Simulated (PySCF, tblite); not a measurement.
**C₃F₄O₂: a rotation path, then NMR shifts on frames**

Aim: move C₃F₄O₂ (`O=C(F)C(F)(F)C(=O)F`) away from its starting geometry and see how NMR shifts follow the geometry.

Computed with tblite 0.8.0 and PySCF 2.14.0, with density-fitted response routines of our own, on a single molecule in the gas phase. Atoms are numbered from 0 throughout.

### 1 The starting structure

9 atoms, charge 0, multiplicity 1; geometry from: GFN2-xTB.

Bonds of the start (Å): O0–C1 1.17, C1–F2 1.34, C1–C3 1.55, C3–F4 1.35, C3–F5 1.35, C3–C6 1.55, C6–O7 1.17, C6–F8 1.34.

### 2 A band between two rotamers with GFN2-xTB

Job settings and geometry (Å):

```
{"job": {"kind": "neb", "xc": "GFN2-xTB", "basis": "xTB", "atoms": [2, 1, 3, 6], "turn": 120}, "charge": 0, "multiplicity": 1}
O     -1.490852    -1.565794    -0.572528
C     -1.161350    -0.462615    -0.365405
F     -1.709208     0.592713    -0.978720
C     -0.036301     0.024516     0.584466
F     -0.455440     1.077980     1.312690
F      0.279983    -0.965234     1.442522
C      1.204160     0.439581    -0.247995
O      1.564008     1.523982    -0.498881
F      1.818561    -0.659134    -0.701330
```

Method: GFN2-xTB climbing-image nudged elastic band, gas phase.

Launch:

```console
$ OMP_NUM_THREADS=1 python probes_run.py task.json out
```

This one command runs all jobs of the session in turn.

Output:

```text
image   E - E0 / eV
  0       0.0000
  1       0.0064
  2       0.0244
  3       0.0443
  4       0.0570
  5       0.0572
  6       0.0431
  7       0.0223
  8       0.0098
```

Wall time 3.5 s (1 thread of Arm Neoverse N1, shared host); peak memory 0.18 GiB.

The final band, with the dihedral F2–C1–C3–C6:

```tsv
image	dihedral (°)	energy (eV)	energy (kcal/mol)
0	-74	0.000	0.0
1	-58	0.006	0.1
2	-39	0.024	0.6
3	-20	0.044	1.0
4	0	0.057	1.3
5	19	0.057	1.3
6	39	0.043	1.0
7	59	0.022	0.5
8	80	0.010	0.2
```

### 3 Nuclear shieldings: image 0, PBE0/pcSseg-1

Job settings and geometry (Å):

```
{"job": {"kind": "nmr", "xc": "PBE0", "basis": "pcSseg-1", "pop": false}, "charge": 0, "multiplicity": 1}
O     -1.490900    -1.565800    -0.572500
C     -1.161400    -0.462600    -0.365400
F     -1.709200     0.592700    -0.978700
C     -0.036300     0.024500     0.584500
F     -0.455400     1.078000     1.312700
F      0.280000    -0.965200     1.442500
C      1.204200     0.439600    -0.248000
O      1.564000     1.524000    -0.498900
F      1.818600    -0.659100    -0.701300
```

With the program's defaults for keys left out, this is: GIAO PBE0/pcSseg-1 NMR shielding, non-relativistic, gas phase.

Output:

```text
coarse grid: 9776 points
cycle   1  E = -662.9151015416  dE =  1.914e+00  |g| = 1.474e+00  |ddm| = 2.812e+00
cycle   2  E = -661.4434894862  dE =  1.472e+00  |g| = 3.261e+00  |ddm| = 2.521e+00
cycle   3  E = -663.2972106862  dE = -1.854e+00  |g| = 3.035e-01  |ddm| = 1.871e+00
cycle   4  E = -663.3052627923  dE = -8.052e-03  |g| = 2.068e-01  |ddm| = 2.635e-01
cycle   5  E = -663.3119341923  dE = -6.671e-03  |g| = 1.677e-02  |ddm| = 1.006e-01
cycle   6  E = -663.3119885950  dE = -5.440e-05  |g| = 5.023e-03  |ddm| = 1.337e-02
cycle   7  E = -663.3119930314  dE = -4.436e-06  |g| = 1.228e-03  |ddm| = 3.557e-03
final grid: 102456 points
cycle   8  E = -663.4124634746  dE = -1.513e-05  |g| = 1.476e-02  |ddm| = 1.927e-02
cycle   9  E = -663.4123416662  dE =  1.218e-04  |g| = 3.010e-02  |ddm| = 2.232e-02
cycle  10  E = -663.4125008713  dE = -1.592e-04  |g| = 1.706e-03  |ddm| = 1.535e-02
cycle  11  E = -663.4125013230  dE = -4.518e-07  |g| = 2.588e-04  |ddm| = 1.014e-03
cycle  12  E = -663.4125013314  dE = -8.392e-09  |g| = 1.020e-04  |ddm| = 1.989e-04
cycle  13  E = -663.4125013334  dE = -1.936e-09  |g| = 1.705e-05  |ddm| = 7.745e-05
cycle  14  E = -663.4125013334  dE = -5.116e-11  |g| = 5.049e-06  |ddm| = 1.479e-05
converged SCF energy = -663.4125013334

GIAO shielding tensors (ppm)
atom      isotropic    diamagn.    paramagn.     s11        s22        s33       span
  0 O     -133.433     397.794    -531.227   -409.433   -265.521    274.655    684.088
  1 C       28.041     252.071    -224.030    -88.970     49.204    123.890    212.861
  2 F      136.279     475.050    -338.771   -102.616    239.297    272.156    374.772
  3 C       74.471     240.610    -166.139     51.508     76.501     95.405     43.897
  4 F      302.816     470.438    -167.622    194.369    346.790    367.290    172.921
  5 F      302.803     470.441    -167.638    194.292    346.772    367.343    173.051
  6 C       28.073     252.083    -224.010    -88.915     49.230    123.906    212.821
  7 O     -133.307     397.787    -531.095   -409.228   -265.421    274.726    683.954
  8 F      136.225     475.063    -338.837   -102.716    239.153    272.239    374.956
```

Wall time 24 s (1 thread of Arm Neoverse N1, shared host); peak memory 0.71 GiB.

The references, computed at this level on geometries of the same kind, shield at (ppm): ¹³C TMS 186.9, ¹⁹F CFCl3 170.9, ¹⁷O H2O 336.1. Their shielding less the atom's gives the shift. The references are single molecules in the gas phase, so shifts against H2O, NH3, PH3, H3PO4 or CFCl3 are not on the usual liquid scales and can be off by tens of ppm. Each atom is listed at this fixed geometry, with no averaging over motion; a spectrum would average atoms that exchange fast.

```tsv
atoms	environment	σ (ppm)	δ (ppm)
C1	carbonyl carbon	28.0	158.9
C6	carbonyl carbon	28.1	158.9
C3	fully substituted sp3 carbon bonded to 2 F, α to a carbonyl	74.5	112.5
O0	carbonyl oxygen	-133.4	469.5
O7	carbonyl oxygen	-133.3	469.4
F8	fluorine bonded to C	136.2	34.7
F2	fluorine bonded to C	136.3	34.7
F5	fluorine of a CF2 group	302.8	-131.9
F4	fluorine of a CF2 group	302.8	-131.9
```

### 4 NMR shieldings: image 2, PBE0/pcSseg-1

Job settings and geometry (Å):

```
{"job": {"kind": "nmr", "xc": "PBE0", "basis": "pcSseg-1", "pop": false}, "charge": 0, "multiplicity": 1}
O     -1.875100    -1.404600    -0.206300
C     -1.179700    -0.476000    -0.341100
F     -1.298500     0.385200    -1.363500
C     -0.014100    -0.022100     0.582000
F     -0.470800     0.945700     1.407400
F      0.357500    -1.061900     1.354600
C      1.181200     0.518200    -0.239400
O      1.505300     1.631800    -0.389600
F      1.807700    -0.510100    -0.829100
```

Method: GIAO PBE0/pcSseg-1 NMR shielding, non-relativistic, gas phase.

Output:

```text
coarse grid: 9776 points
cycle   1  E = -662.9154754406  dE =  1.901e+00  |g| = 1.472e+00  |ddm| = 2.826e+00
cycle   2  E = -661.4171689245  dE =  1.498e+00  |g| = 3.283e+00  |ddm| = 2.575e+00
cycle   3  E = -663.2952253339  dE = -1.878e+00  |g| = 3.146e-01  |ddm| = 1.919e+00
cycle   4  E = -663.3043404020  dE = -9.115e-03  |g| = 2.076e-01  |ddm| = 2.747e-01
cycle   5  E = -663.3110639300  dE = -6.724e-03  |g| = 1.694e-02  |ddm| = 1.029e-01
cycle   6  E = -663.3111194966  dE = -5.557e-05  |g| = 5.150e-03  |ddm| = 1.374e-02
cycle   7  E = -663.3111239631  dE = -4.467e-06  |g| = 1.622e-03  |ddm| = 3.773e-03
final grid: 102456 points
cycle   8  E = -663.4125089954  dE = -1.731e-05  |g| = 1.517e-02  |ddm| = 2.010e-02
cycle   9  E = -663.4123787054  dE =  1.303e-04  |g| = 3.110e-02  |ddm| = 2.336e-02
cycle  10  E = -663.4125483398  dE = -1.696e-04  |g| = 1.813e-03  |ddm| = 1.608e-02
cycle  11  E = -663.4125488464  dE = -5.066e-07  |g| = 2.810e-04  |ddm| = 1.105e-03
cycle  12  E = -663.4125488569  dE = -1.050e-08  |g| = 9.499e-05  |ddm| = 2.110e-04
cycle  13  E = -663.4125488585  dE = -1.590e-09  |g| = 2.857e-05  |ddm| = 7.474e-05
cycle  14  E = -663.4125488586  dE = -1.032e-10  |g| = 1.592e-05  |ddm| = 2.331e-05
converged SCF energy = -663.4125488586

GIAO shielding tensors (ppm)
atom      isotropic    diamagn.    paramagn.     s11        s22        s33       span
  0 O     -123.465     397.020    -520.485   -385.039   -258.853    273.498    658.536
  1 C       29.009     250.932    -221.923    -89.448     49.637    126.839    216.287
  2 F      132.975     475.702    -342.728    -94.254    219.593    273.586    367.840
  3 C       74.638     241.085    -166.447     54.418     78.724     90.772     36.354
  4 F      295.021     470.643    -175.622    192.021    339.430    353.611    161.590
  5 F      297.214     470.534    -173.320    199.420    341.774    350.448    151.027
  6 C       28.171     251.829    -223.658    -90.498     50.267    124.744    215.242
  7 O     -131.355     397.676    -529.031   -405.240   -263.418    274.593    679.833
  8 F      138.620     475.148    -336.528    -98.015    237.974    275.900    373.916
```

Run time: 23 s. Hardware: 1 thread of Arm Neoverse N1, shared host; peak memory 0.79 GiB.

Key values: δ C6 158.8, C1 157.9, C3 112.3, O7 467.4 ppm.

### 5 Shielding tensors: image 5, PBE0/pcSseg-1

Job settings and geometry (Å):

```
{"job": {"kind": "nmr", "xc": "PBE0", "basis": "pcSseg-1", "pop": false}, "charge": 0, "multiplicity": 1}
O     -2.298000    -0.690900     0.035500
C     -1.214400    -0.445900    -0.325100
F     -0.862000    -0.447000    -1.619700
C      0.009100    -0.076800     0.567700
F     -0.424400     0.713300     1.569400
F      0.482300    -1.211500     1.135900
C      1.132700     0.638400    -0.218000
O      1.375400     1.783700    -0.228800
F      1.812700    -0.257300    -0.942200
```

Level: GIAO PBE0/pcSseg-1 NMR shielding, non-relativistic, gas phase.

Output:

```text
coarse grid: 9776 points
cycle   1  E = -662.9145997767  dE =  1.900e+00  |g| = 1.473e+00  |ddm| = 2.832e+00
cycle   2  E = -661.3982549906  dE =  1.516e+00  |g| = 3.298e+00  |ddm| = 2.621e+00
cycle   3  E = -663.2922033250  dE = -1.894e+00  |g| = 3.373e-01  |ddm| = 1.984e+00
cycle   4  E = -663.3036350840  dE = -1.143e-02  |g| = 2.117e-01  |ddm| = 2.944e-01
cycle   5  E = -663.3106637887  dE = -7.029e-03  |g| = 1.795e-02  |ddm| = 1.070e-01
cycle   6  E = -663.3107238650  dE = -6.008e-05  |g| = 6.428e-03  |ddm| = 1.480e-02
cycle   7  E = -663.3107298691  dE = -6.004e-06  |g| = 2.948e-03  |ddm| = 4.710e-03
final grid: 102456 points
cycle   8  E = -663.4108788799  dE = -7.334e-06  |g| = 1.665e-02  |ddm| = 2.073e-02
cycle   9  E = -663.4107171206  dE =  1.618e-04  |g| = 3.451e-02  |ddm| = 2.634e-02
cycle  10  E = -663.4109262248  dE = -2.091e-04  |g| = 1.883e-03  |ddm| = 1.829e-02
cycle  11  E = -663.4109267645  dE = -5.397e-07  |g| = 2.777e-04  |ddm| = 1.111e-03
cycle  12  E = -663.4109267738  dE = -9.262e-09  |g| = 1.373e-04  |ddm| = 2.186e-04
cycle  13  E = -663.4109267765  dE = -2.692e-09  |g| = 6.119e-05  |ddm| = 9.909e-05
cycle  14  E = -663.4109267771  dE = -6.546e-10  |g| = 1.013e-05  |ddm| = 3.696e-05
converged SCF energy = -663.4109267771

GIAO shielding tensors (ppm)
atom      isotropic    diamagn.    paramagn.     s11        s22        s33       span
  0 O     -122.789     396.843    -519.632   -372.002   -262.030    265.665    637.666
  1 C       28.592     250.118    -221.526    -91.044     49.982    126.838    217.881
  2 F      125.558     475.487    -349.929   -101.872    211.995    266.553    368.425
  3 C       74.479     241.333    -166.854     54.374     77.516     91.548     37.174
  4 F      290.210     470.483    -180.273    202.983    328.947    338.699    135.716
  5 F      291.819     470.945    -179.127    181.897    339.465    354.095    172.198
  6 C       27.326     251.519    -224.193    -89.760     50.822    120.915    210.675
  7 O     -131.082     397.800    -528.883   -405.195   -266.538    278.485    683.680
  8 F      135.257     474.683    -339.426   -105.613    240.743    270.639    376.252
```

Run time: 25 s. Hardware: 1 thread of Arm Neoverse N1, shared host; peak memory 0.79 GiB.

In short: δ C6 159.6, C1 158.3, C3 112.4, O7 467.2 ppm.

### 6 Shielding tensors: image 6, PBE0/pcSseg-1

Job settings and geometry (Å):

```
{"job": {"kind": "nmr", "xc": "PBE0", "basis": "pcSseg-1", "pop": false}, "charge": 0, "multiplicity": 1}
O     -2.341400    -0.400500    -0.016400
C     -1.215500    -0.433300    -0.327100
F     -0.809600    -0.781800    -1.555600
C      0.016400    -0.097300     0.563200
F     -0.401500     0.635100     1.611500
F      0.524000    -1.251500     1.058500
C      1.112200     0.676300    -0.208500
O      1.331400     1.825700    -0.163900
F      1.797600    -0.166600    -0.986800
```

Level: GIAO PBE0/pcSseg-1 NMR shielding, non-relativistic, gas phase.

Output:

```text
coarse grid: 9776 points
cycle   1  E = -662.9142899518  dE =  1.906e+00  |g| = 1.474e+00  |ddm| = 2.819e+00
cycle   2  E = -661.3970619974  dE =  1.517e+00  |g| = 3.300e+00  |ddm| = 2.638e+00
cycle   3  E = -663.2922742996  dE = -1.895e+00  |g| = 3.395e-01  |ddm| = 2.001e+00
cycle   4  E = -663.3038781026  dE = -1.160e-02  |g| = 2.136e-01  |ddm| = 2.969e-01
cycle   5  E = -663.3110477798  dE = -7.170e-03  |g| = 1.804e-02  |ddm| = 1.073e-01
cycle   6  E = -663.3111106702  dE = -6.289e-05  |g| = 5.480e-03  |ddm| = 1.478e-02
cycle   7  E = -663.3111156128  dE = -4.943e-06  |g| = 1.948e-03  |ddm| = 4.103e-03
final grid: 102456 points
cycle   8  E = -663.4112577623  dE = -1.067e-05  |g| = 1.574e-02  |ddm| = 1.979e-02
cycle   9  E = -663.4111152209  dE =  1.425e-04  |g| = 3.244e-02  |ddm| = 2.481e-02
cycle  10  E = -663.4112999422  dE = -1.847e-04  |g| = 2.034e-03  |ddm| = 1.724e-02
cycle  11  E = -663.4113005901  dE = -6.479e-07  |g| = 2.637e-04  |ddm| = 1.208e-03
cycle  12  E = -663.4113005988  dE = -8.734e-09  |g| = 1.167e-04  |ddm| = 2.124e-04
cycle  13  E = -663.4113006009  dE = -2.065e-09  |g| = 5.238e-05  |ddm| = 9.121e-05
cycle  14  E = -663.4113006013  dE = -4.486e-10  |g| = 1.563e-05  |ddm| = 3.364e-05
converged SCF energy = -663.4113006013

GIAO shielding tensors (ppm)
atom      isotropic    diamagn.    paramagn.     s11        s22        s33       span
  0 O     -126.664     396.893    -523.558   -387.329   -264.640    271.977    659.306
  1 C       28.946     250.665    -221.719    -88.683     49.179    126.344    215.027
  2 F      132.457     475.604    -343.147    -97.145    223.186    271.330    368.476
  3 C       74.875     240.974    -166.100     53.911     74.678     96.035     42.124
  4 F      294.569     470.352    -175.783    207.187    336.960    339.559    132.372
  5 F      295.782     470.934    -175.152    179.109    343.823    364.416    185.307
  6 C       27.209     251.657    -224.448    -89.252     50.185    120.695    209.947
  7 O     -134.611     397.788    -532.399   -411.990   -269.850    278.007    689.996
  8 F      132.837     474.660    -341.823   -109.600    239.631    268.480    378.080
```

It took 25 s on 1 thread of Arm Neoverse N1, shared host; peak memory 0.79 GiB.

This run: δ C6 159.7, C1 158.0, C3 112.1, O7 470.7 ppm.

### 7 Shielding tensors: image 8, PBE0/pcSseg-1

Job settings and geometry (Å):

```
{"job": {"kind": "nmr", "xc": "PBE0", "basis": "pcSseg-1", "pop": false}, "charge": 0, "multiplicity": 1}
O     -2.218500     0.147500    -0.312900
C     -1.189800    -0.409800    -0.342800
F     -0.899700    -1.362500    -1.234200
C      0.043000    -0.157400     0.563900
F     -0.351500     0.454000     1.695100
F      0.621100    -1.326700     0.910200
C      1.056500     0.747400    -0.184300
O      1.197000     1.903200    -0.067100
F      1.755400     0.010300    -1.053100
```

With the program's defaults for keys left out, this is: GIAO PBE0/pcSseg-1 NMR shielding, non-relativistic, gas phase.

Output:

```text
coarse grid: 9776 points
cycle   1  E = -662.9145900533  dE =  1.918e+00  |g| = 1.476e+00  |ddm| = 2.811e+00
cycle   2  E = -661.3987591908  dE =  1.516e+00  |g| = 3.298e+00  |ddm| = 2.559e+00
cycle   3  E = -663.2931788183  dE = -1.894e+00  |g| = 3.445e-01  |ddm| = 1.934e+00
cycle   4  E = -663.3053474981  dE = -1.217e-02  |g| = 2.146e-01  |ddm| = 3.008e-01
cycle   5  E = -663.3125976030  dE = -7.250e-03  |g| = 1.819e-02  |ddm| = 1.064e-01
cycle   6  E = -663.3126620899  dE = -6.449e-05  |g| = 5.163e-03  |ddm| = 1.456e-02
cycle   7  E = -663.3126667466  dE = -4.657e-06  |g| = 1.272e-03  |ddm| = 3.896e-03
final grid: 102456 points
cycle   8  E = -663.4118024745  dE = -1.210e-05  |g| = 1.506e-02  |ddm| = 2.034e-02
cycle   9  E = -663.4116694886  dE =  1.330e-04  |g| = 3.122e-02  |ddm| = 2.326e-02
cycle  10  E = -663.4118413054  dE = -1.718e-04  |g| = 1.926e-03  |ddm| = 1.628e-02
cycle  11  E = -663.4118418897  dE = -5.843e-07  |g| = 2.668e-04  |ddm| = 1.151e-03
cycle  12  E = -663.4118418992  dE = -9.480e-09  |g| = 9.377e-05  |ddm| = 2.018e-04
cycle  13  E = -663.4118419008  dE = -1.607e-09  |g| = 2.252e-05  |ddm| = 7.809e-05
cycle  14  E = -663.4118419009  dE = -9.436e-11  |g| = 4.952e-06  |ddm| = 2.017e-05
converged SCF energy = -663.4118419009

GIAO shielding tensors (ppm)
atom      isotropic    diamagn.    paramagn.     s11        s22        s33       span
  0 O     -135.014     397.798    -532.813   -411.377   -268.153    274.487    685.864
  1 C       27.777     252.028    -224.251    -88.526     48.997    122.861    211.387
  2 F      134.865     474.836    -339.970   -106.700    239.977    271.320    378.020
  3 C       74.399     240.613    -166.214     50.992     74.768     97.437     46.445
  4 F      300.909     470.160    -169.250    203.777    341.754    357.196    153.420
  5 F      305.257     470.642    -165.384    184.574    349.751    381.446    196.872
  6 C       27.830     252.021    -224.191    -88.462     48.978    122.975    211.437
  7 O     -134.924     397.779    -532.703   -411.111   -268.123    274.464    685.575
  8 F      135.047     474.854    -339.807   -106.269    239.821    271.589    377.858
```

Wall time 25 s (1 thread of Arm Neoverse N1, shared host); peak memory 0.79 GiB.

Key values: δ C1 159.1, C6 159.1, C3 112.5, O0 471.1 ppm.

### 8 Side by side: NMR shifts

Shifts (ppm) of some atoms, chosen among heavy atoms and hydrogens apart, with basis size and wall time:

```tsv
frame	O0	F8	F2	F5	F4	functions	time
image 0	469.5	34.7	34.7	-131.9	-131.9	153	24 s
image 2	459.5	32.3	38.0	-126.3	-124.1	153	23 s
image 5	458.9	35.7	45.4	-120.9	-119.3	153	25 s
image 6	462.7	38.1	38.5	-124.8	-123.6	153	25 s
image 8	471.1	35.9	36.1	-134.3	-130.0	153	25 s
```

### 9 What came out

| quantity | value |
| --- | --- |
| barrier | 0.057 eV (1.3 kcal/mol) at image 5 |
| end to end (GFN2-xTB) | 0.010 eV |
| ¹³C shifts against TMS (PBE0/pcSseg-1, image 0) | 158.9, 158.9, 112.5 ppm |
| ¹⁷O shifts against H2O (PBE0/pcSseg-1, image 0) | 469.5, 469.4 ppm |
| ¹⁹F shifts against CFCl3 (PBE0/pcSseg-1, image 0) | 34.7, 34.7, -131.9, -131.9 ppm |
| range of the shift of F5 | -134.3 to -120.9 ppm |

What this shows: Along the band the dihedral turns by 154°, and the top (dihedral 19°) lies 1.3 kcal/mol above the start (GFN2-xTB, rough), so at room temperature this motion is fast. Ends this close can change order at a higher level. The top was not checked by a frequency run. Shifts at one fixed geometry are not the observed spectrum, which averages over the motion. In ppm, F5 moves most: its shift spreads over 13.4 ppm, from -134.3 (image 8) to -120.9 (image 5).
